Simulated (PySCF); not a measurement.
**Zn₂: from the state search to spectroscopic constants**

The task here is to estimate one member of a computed series from the others.

Computed with PySCF 2.14.0. Level: Zn def2-TZVPP, no relativity.

The first run:

The job is set up so:

- atoms: Zn, Zn
- charge: 0
- basis: Zn def2-TZVPP
- Hamiltonian: no relativity
- basis functions: 128
- electrons treated: 60
- masses in u: 63.9291, 63.9291
- levels: PBE0, PBE, r²SCAN, PBEsol, r²SCAN0, LDA, MN15, CAM-B3LYP, HF, MP2, SCS-MP2
- grid: 80 radial by 434 angular points
- occupations: held fixed by the projection of orbital angular momentum
- dissociation limit: Zn + Zn, each in its ground configuration
- starting distance in angstrom: 2.380
- values of 2S to try: 0, 2

Launch:

```bash
> OMP_NUM_THREADS=2 python dia.py task.json out
```

Steps of the session up to this table: The job; PBE0 along the bond; Excited determinants; PBE (GGA); r²SCAN (meta-GGA); PBEsol (GGA); r²SCAN0 (hybrid meta-GGA); LDA; MN15; CAM-B3LYP; RHF (mean field).

One of the session's tables, all rows but one given; the rest of the session is left out.

| level | Re (Å) | ωe (cm⁻¹) | De (eV) |
| --- | --- | --- | --- |
| RHF-MP2 | 3.747 | 25.3 | 0.042 |
| PBE | 3.157 | 54.2 | 0.081 |
| PBEsol | 2.965 | 74.4 | 0.146 |
| r²SCAN | 3.050 | 60.5 | 0.070 |
| PBE0 | 3.299 | 44.5 | 0.056 |
| r²SCAN0 | ? | ? | ? |
| MN15 | 3.434 | 42.4 | 0.101 |
| CAM-B3LYP | 4.086 | 13.8 | 0.004 |

Q: Estimate the row for r²SCAN0 from the others.

**Answer.** Re (Å): 3.270; ωe (cm⁻¹): 41.7; De (eV): 0.044. In the column «Re (Å)» it lies between PBE (3.157) and PBE0 (3.299).

De is counted to Zn + Zn in their ground configurations. No constants: RHF (no minimum is bracketed among the points kept); RHF-SCS-MP2 (no minimum is bracketed among the points kept); LDA (the lowest point is the short end of the scan).

Limits of these values: The bond is weak, and basis-set superposition, which was not computed, may be a sizeable part of it.
